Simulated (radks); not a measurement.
# Pd with its nuclear charge varied continuously

An exercise on one series of results from a longer session: the logs are not shown, and one member is left open.

Program: radks (a radial shooting solver on a logarithmic mesh, Libxc functionals) version 1. Level of theory: scalar-relativistic Kohn-Sham, PBEsol, spin-polarised, spherical densities, finite nucleus. These are calculated values, not measurements, unless marked.

## Starting point

| Property | Result |
| --- | --- |
| element | palladium (Z = 46) |
| charge | 0 |
| electrons | 46 |
| configuration | [Kr] 4d10 |
| nuclear rms radius | 4.5318 fm |

Outer shells as boxes (Hund's rule):

Pd
```
[Kr] core
4d [↑↓][↑↓][↑↓][↑↓][↑↓]
```

Set-up of the first run:

Input:

```text
Z 46
configuration [Kr] 4d10
relativity scalar-relativistic
functional pbe_sol,pbe_sol
spin polarised
nucleus finite rms 4.5318 fm
c 137.035999084
```

Steps of the session up to this table: Z = 46.

One of the session's tables, all rows but one given; the rest of the session is left out.

It belongs to the step «Z = 46». From the orbitals of this run (lengths in bohr):

| level | <r> | outermost maximum (interpolated) | 90 % within | nodes |
| --- | --- | --- | --- | --- |
| 2s | 0.1384 | 0.117 | 0.214 | 1 |
| 2p | 0.1207 | 0.0934 | 0.196 | 0 |
| 3s | 0.3796 | 0.342 | 0.559 | 2 |
| 3p | 0.3789 | 0.335 | 0.571 | 1 |
| 3d | ? | ? | ? | ? |
| 4s | 0.9467 | 0.851 | 1.38 | 3 |
| 4p | 1.044 | 0.910 | 1.55 | 2 |
| 4d | 1.589 | 1.10 | 2.66 | 1 |

**Question.** Estimate the row for 3d.

As computed: <r>: 0.3578; outermost maximum (interpolated): 0.282; 90 % within: 0.567; nodes: 0. In the column «<r>» it lies between 2s (0.1384) and 3p (0.3789).

To keep in mind: At Z = 46 the central difference of E is -265.730 hartree, against -264.992 from the Hellmann-Feynman theorem; the scalar-relativistic energy here is not variational, so the two differ by a part that grows with Z.
